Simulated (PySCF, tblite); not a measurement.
# C₇H₁₁NP₂: infrared bands and NMR shifts

What infrared bands and NMR shifts should C₇H₁₁NP₂ (`CP(CP)c1ccncc1`) show?

Programs: tblite 0.8.0 and PySCF 2.14.0, with density-fitted response routines of our own. Each step states its level of theory. These are calculated values for one molecule in the gas phase, unless marked as measured. Atoms count from 0, in the outputs and in this text.

## (1) Starting geometry

21 atoms, charge 0, multiplicity 1; geometry from: GFN2-xTB.

Bonds of the start (Å): C0–P1 1.85, P1–C2 1.86, C2–P3 1.86, P1–C4 1.84, C4–C5 1.39, C5–C6 1.38, C6–N7 1.32, N7–C8 1.32, C8–C9 1.39, C9–C4 1.39, C0–H10 1.09, C0–H11 1.09, C0–H12 1.09, C2–H13 1.10, C2–H14 1.10, P3–H15 1.40, P3–H16 1.39, C5–H17 1.08, C6–H18 1.08, C8–H19 1.08, C9–H20 1.08.

## (2) Infrared spectrum with GFN2-xTB

What the job is given:

```
{"job": {"kind": "ir", "xc": "GFN2-xTB", "basis": "xTB"}, "charge": 0, "multiplicity": 1}
C     -1.318073     1.904504    -0.663570
P     -1.142512     0.680235     0.717550
C     -2.092798    -0.707559    -0.074065
P     -2.237587    -2.203088     1.030565
C      0.584323     0.174098     0.352058
C      1.576340     1.119799     0.609676
C      2.898382     0.788518     0.373919
N      3.281340    -0.396633    -0.071872
C      2.346049    -1.301974    -0.294480
C      0.991574    -1.075805    -0.099909
H     -0.671234     2.758788    -0.474980
H     -1.056662     1.455433    -1.621468
H     -2.350375     2.250330    -0.689861
H     -3.111285    -0.352126    -0.262616
H     -1.659750    -0.990273    -1.039388
H     -1.058429    -1.997875     1.749372
H     -2.979650    -1.554190     2.014312
H      1.312238     2.095774     0.991750
H      3.694018     1.500256     0.553349
H      2.700165    -2.261371    -0.649727
H      0.285006    -1.869898    -0.296384
```

**Question.** This job is followed by: GIAO PBE0/pcSseg-1 NMR shielding, non-relativistic, gas phase. Predict these results of the whole session: strongest single infrared mode (GFN2-xTB); zero-point energy (GFN2-xTB); 13C shifts against TMS (PBE0/pcSseg-1, means over atoms taken as alike); 1H shifts against TMS (PBE0/pcSseg-1, means over atoms taken as alike); 31P shifts against H3PO4 (PBE0/pcSseg-1); 15N shifts against NH3 (PBE0/pcSseg-1).

As calculated:

| quantity | value |
| --- | --- |
| strongest single infrared mode (GFN2-xTB) | 2330 cm⁻¹, 135 km/mol |
| zero-point energy (GFN2-xTB) | 99.2 kcal/mol |
| 13C shifts against TMS (PBE0/pcSseg-1, means over atoms taken as alike) | 159.3, 155.2, 129.4, 23.3, 13.7 ppm |
| 1H shifts against TMS (PBE0/pcSseg-1, means over atoms taken as alike) | 8.91, 7.20, 2.83, 1.38, 1.29 ppm |
| 31P shifts against H3PO4 (PBE0/pcSseg-1) | -40.7, -166.3 ppm |
| 15N shifts against NH3 (PBE0/pcSseg-1) | 355.6 ppm |

What this shows: No mode is imaginary among the 57: a minimum at this level. The strongest single mode, at 2330 cm⁻¹, moves mainly H16. GFN2-xTB is a fitted tight-binding method: band positions and strengths are rough. Its intensities can rank the bands wrongly. At PBE0/pcSseg-1: The widest tensor belongs to N7: span 711 ppm, with a paramagnetic part of -420 ppm. NICS(1)zz of -27 ppm above the planar ring from C4 marks a diatropic (aromatic) ring current.
